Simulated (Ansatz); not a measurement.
# GeH5NOS: a ladder of functionals and wavefunction methods

An exercise on one series of results from a longer session: the logs are not shown, and one member is left open.

Computed with Ansatz 0.2.0, Gaussian basis. Level: functionals in def2-TZVPP, the program's frozen cores in correlated methods.

Levels to be run: LDA (SPW92), PBE-D4, revPBE-D4, BLYP-D4, r2SCAN-D4, B97M-V, PBE0-D4, B3LYP-D4, r2SCANh-D4, r2SCAN0-D4, HSE06-D4, BHLYP-D4, CAM-B3LYP-D4, LC-ωPBE, ωB97X-V, ωB97M-V, B2PLYP, PBE-QIDH; CCSD(T)/def2-SVP; CCSD(T)/def2-TZVPP; MP2/def2-QZVPP; extrapolation to the limit; RPA on PBE.

### The relaxed structure

All runs share one geometry, relaxed beforehand with PBE0-D4 in a triple-zeta def2 set.

SMILES `[NH2][GeH]([OH])[SH]`, 9 atoms, charge 0, spin multiplicity 1.

Atoms are counted from 1 here; the program's logs count them from 0.

Bond lengths: N1–Ge2 1.814 Å, N1–H5 1.010 Å, N1–H6 1.010 Å, Ge2–O3 1.773 Å, Ge2–S4 2.239 Å, Ge2–H7 1.535 Å, O3–H8 0.960 Å, S4–H9 1.343 Å. Angles: Ge2–N1–H5 113.9°, Ge2–N1–H6 116.3°, H5–N1–H6 110.1°, N1–Ge2–O3 103.4°, N1–Ge2–S4 113.8°, N1–Ge2–H7 110.9°, O3–Ge2–S4 108.4°, O3–Ge2–H7 111.8°, S4–Ge2–H7 108.4°, Ge2–O3–H8 110.9°, Ge2–S4–H9 93.7°.

The first run:

The input, in.yaml:

```yaml
crystal:
  periodic: [false, false, false]
  atoms:
    - {symbol: N, position_ang: [-0.101793, 0.778845, -1.509947]}
    - {symbol: Ge, position_ang: [0.367011, 0.072665, 0.093998]}
    - {symbol: O, position_ang: [0.795764, -1.600738, -0.303831]}
    - {symbol: S, position_ang: [-1.298223, 0.040110, 1.589967]}
    - {symbol: H, position_ang: [-0.669728, 0.165225, -2.077024]}
    - {symbol: H, position_ang: [-0.505380, 1.704009, -1.489693]}
    - {symbol: H, position_ang: [1.551505, 0.835725, 0.702551]}
    - {symbol: H, position_ang: [0.421595, -2.211750, 0.335538]}
    - {symbol: H, position_ang: [-0.472251, 0.169708, 2.641241]}
basis:
  gaussian: {orbitals: def2-TZVPP}
hamiltonian: {xc: lda}
output: {orbitals: {seedname: orbitals}}
```

Steps of the session up to this table: LDA; PBE-D4 (GGA); revPBE-D4 (GGA); BLYP-D4 (GGA); r2SCAN-D4 (meta-GGA); B97M-V (meta-GGA); PBE0-D4 (hybrid); B3LYP-D4 (hybrid); r2SCANh-D4 (hybrid); r2SCAN0-D4 (hybrid); HSE06-D4 (hybrid); BHLYP-D4 (hybrid); CAM-B3LYP-D4 (range-separated); LC-ωPBE (range-separated); ωB97X-V (range-separated); ωB97M-V (range-separated); B2PLYP (double hybrid); PBE-QIDH (double hybrid).

One of the session's tables, all rows but one given; the rest of the session is left out.

It belongs to the step «Orbital energies across the functionals». 

| functional | HOMO (eV) | gap (eV) |
| --- | --- | --- |
| LDA (SPW92) | -6.24 | 5.34 |
| PBE-D4 | -6.10 | 5.41 |
| revPBE-D4 | -6.04 | 5.43 |
| BLYP-D4 | -5.95 | 5.31 |
| r2SCAN-D4 | -6.41 | 6.00 |
| B97M-V | -6.49 | 6.02 |
| PBE0-D4 | -7.43 | 7.68 |
| B3LYP-D4 | -7.18 | 7.13 |
| r2SCANh-D4 | -6.90 | 6.84 |
| r2SCAN0-D4 | -7.64 | 8.07 |
| HSE06-D4 | -7.03 | 6.90 |
| BHLYP-D4 | -8.61 | 9.68 |
| CAM-B3LYP-D4 | -8.79 | 10.00 |
| LC-ωPBE | -10.20 | 12.68 |
| ωB97X-V | ? | ? |
| ωB97M-V | -9.67 | 11.65 |

Q: Estimate the row for ωB97X-V from the others.

The run gave: HOMO (eV): -9.82; gap (eV): 12.13. In the column «HOMO (eV)» it lies between LC-ωPBE (-10.20) and ωB97M-V (-9.67).
